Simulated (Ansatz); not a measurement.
# Au (Gold): the cost of one run

Program: Ansatz 0.2.0. Level of theory: DFT PBE, scalar-relativistic, plane waves, PAW. These are calculated values, not measurements.

The COD entry's cell or inner coordinates are ideal or old and differ from later refinements, so a difference from it is no clean test against experiment.

## (1) The system as given

The structure is cubic, space group Fm-3m (No. 225). The conventional cell has a = 4.070 Å, b = 4.070 Å, c = 4.070 Å, α = 90.00°, β = 90.00°, γ = 90.00°. Au (site symmetry m-3m) has 12 Au at 2.88 Å as nearest neighbours.

Coordinates:

```cif
data_structure
_symmetry_space_group_name_H-M 'Fm-3m'
_symmetry_Int_Tables_number 225
_cell_length_a 4.0700
_cell_length_b 4.0700
_cell_length_c 4.0700
_cell_angle_alpha 90.000
_cell_angle_beta 90.000
_cell_angle_gamma 90.000
_cell_volume 67.42
loop_
_atom_site_label
_atom_site_type_symbol
_atom_site_symmetry_multiplicity
_atom_site_Wyckoff_symbol
_atom_site_fract_x
_atom_site_fract_y
_atom_site_fract_z
_atom_site_occupancy
Au1 Au 4 a 0.00000 0.00000 0.00000 1
```

## (2) The listed cell

input.yaml

```yaml
crystal:
  lattice:
    - [0.0, 2.035, 2.035]
    - [2.035, 0.0, 2.035]
    - [2.035, 2.035, 0.0]
  atoms:
    - { symbol: Au, position: [0.0, 0.0, 0.0] }
basis:
  ecutwfc: 420
  ecutrho_ratio: 4
kpoints:
  mp_grid: { grid: [18, 18, 18] }
hamiltonian:
  xc: pbe
scf:
  occupations: { method: gaussian, width: 0.05 }
output:
  forces: true
  stress: true
  eigenvalues: true
```

The run is started by

```sh
$ ansatz run input.yaml --threads 4 --pin off --max-ram 10240MiB --backend cpu --events-out ev --progress --plain --runs-dir out
```

Q: Estimate wall time and peak memory on 4 threads of Arm Neoverse V2, shared host.

About 1.1 s, with a peak of 0.3 GiB.
